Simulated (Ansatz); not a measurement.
# CdS (wurtzite type): the cost of one run

Method: DFT PBE, with the methods named in each step, in Ansatz 0.2.0.

## 1. The system as given

Symmetry: P6_3mc, No. 186, hexagonal system. Conventional cell: a = 4.124 Å, b = 4.124 Å, c = 6.723 Å, α = 90.00°, β = 90.00°, γ = 120.00°. Cd (site symmetry 3m) has 4 S at 2.52 to 2.53 Å as nearest neighbours. S (site symmetry 3m) has 4 Cd at 2.52 to 2.53 Å as nearest neighbours.

Structure file:

```xyz
4
Lattice="4.1243 0.0000 0.0000 -2.0621 3.5717 0.0000 0.0000 0.0000 6.7226" Properties=species:S:1:pos:R:3 pbc="T T T"
Cd    0.0000    2.3812    0.0000
Cd    2.0621    1.1906    3.3613
S     0.0000    2.3812    2.5277
S     2.0621    1.1906    5.8890
```

Whether this phase is the stable one at these pressures isn't tested.

Atoms are numbered in the order of the input: Cd1, Cd2, S3, S4.

## 2. Cell relaxed at zero pressure, PAW

The input, input.yaml:

```yaml
crystal:
  lattice:
    - [4.1242730115, 0.0, 0.0]
    - [-2.0621365058, 3.5717252001, 0.0]
    - [0.0, 0.0, 6.7225650087]
  atoms:
    - { symbol: Cd, position: [0.3333333333, 0.6666666667, 0.0] }
    - { symbol: Cd, position: [0.6666666667, 0.3333333333, 0.5] }
    - { symbol: S, position: [0.3333333333, 0.6666666667, 0.376] }
    - { symbol: S, position: [0.6666666667, 0.3333333333, 0.876] }
kpoints:
  mp_grid: { grid: [10, 10, 5] }
scf:
  occupations: { method: fermi_dirac, width: 0.1 }
hamiltonian:
  xc: pbe
  pseudopotentials: { kind: paw }
output:
  forces: true
  stress: true
relax:
  f_tol: 0.005
  max_steps: 40
  cell: {}
```

Started as:

```console
$ ansatz run input.yaml --threads 1 --pin off --max-ram 3072MiB --backend cpu --events-out ev --progress --plain --runs-dir out
```

Q: Estimate wall time and peak memory on 1 thread of Intel Xeon Platinum 8488C (Sapphire Rapids), shared host.

About 21 s, with a peak of 0.46 GiB.
